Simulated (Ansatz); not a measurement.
# InSe: the cost of one run

Method: DFT PBE+D3(BJ), scalar-relativistic, plane waves, PAW, in Ansatz 0.2.0.

### Step 1. The starting structure

It takes space group P6_3/mmc (No. 194, hexagonal). The conventional cell has a = 4.050 Å, b = 4.050 Å, c = 16.930 Å, α = 90.00°, β = 90.00°, γ = 120.00°. In (site symmetry 3m) is surrounded by 3 Se at 2.52 Å. Se (site symmetry 3m) is surrounded by 3 In at 2.52 Å.

As a file:

```xyz
8
Lattice="4.0500 0.0000 0.0000 -2.0250 3.5074 0.0000 0.0000 0.0000 16.9300" Properties=species:S:1:pos:R:3 pbc="T T T"
In    0.0000    2.3383    2.6580
In    2.0250    1.1691   11.1230
In    0.0000    2.3383    5.8070
In    2.0250    1.1691   14.2720
Se    0.0000    2.3383   10.1919
Se    2.0250    1.1691    1.7269
Se    0.0000    2.3383   15.2031
Se    2.0250    1.1691    6.7381
```

Source of the structure: the Crystallography Open Database.

(A quick probe on a coarse mesh, which set the mesh and smearing, is not shown.)

### Step 3. Rough relaxation on the coarse mesh

input.yaml

```yaml
crystal:
  lattice:
    - [4.05, 0.0, 0.0]
    - [-2.025, 3.5074028853, 0.0]
    - [0.0, 0.0, 16.93]
  atoms:
    - { symbol: In, position: [0.3333333333, 0.6666666667, 0.157] }
    - { symbol: In, position: [0.6666666667, 0.3333333333, 0.657] }
    - { symbol: In, position: [0.3333333333, 0.6666666667, 0.343] }
    - { symbol: In, position: [0.6666666667, 0.3333333333, 0.843] }
    - { symbol: Se, position: [0.3333333333, 0.6666666667, 0.602] }
    - { symbol: Se, position: [0.6666666667, 0.3333333333, 0.102] }
    - { symbol: Se, position: [0.3333333333, 0.6666666667, 0.898] }
    - { symbol: Se, position: [0.6666666667, 0.3333333333, 0.398] }
basis:
  ecutwfc: 420
kpoints:
  mp_grid: { grid: [6, 6, 2] }
hamiltonian:
  xc: pbe
  dispersion: d3bj
scf:
  occupations: { method: gaussian, width: 0.1 }
output:
  forces: true
  stress: true
  eigenvalues: true
relax:
  adjacent_minimum: "off"
  f_tol: 0.05
  max_steps: 70
  cell: { stress_tol: 0.5 }
```

Launch:

```sh
$ ansatz run input.yaml --threads 2 --pin off --max-ram 5120MiB --backend cpu --events-out ev --progress --plain --runs-dir out
```

**Question.** How long does this run take on 2 threads of Arm Neoverse V1, shared host, and how much memory does it need?

About 36 s, with a peak of 0.65 GiB.
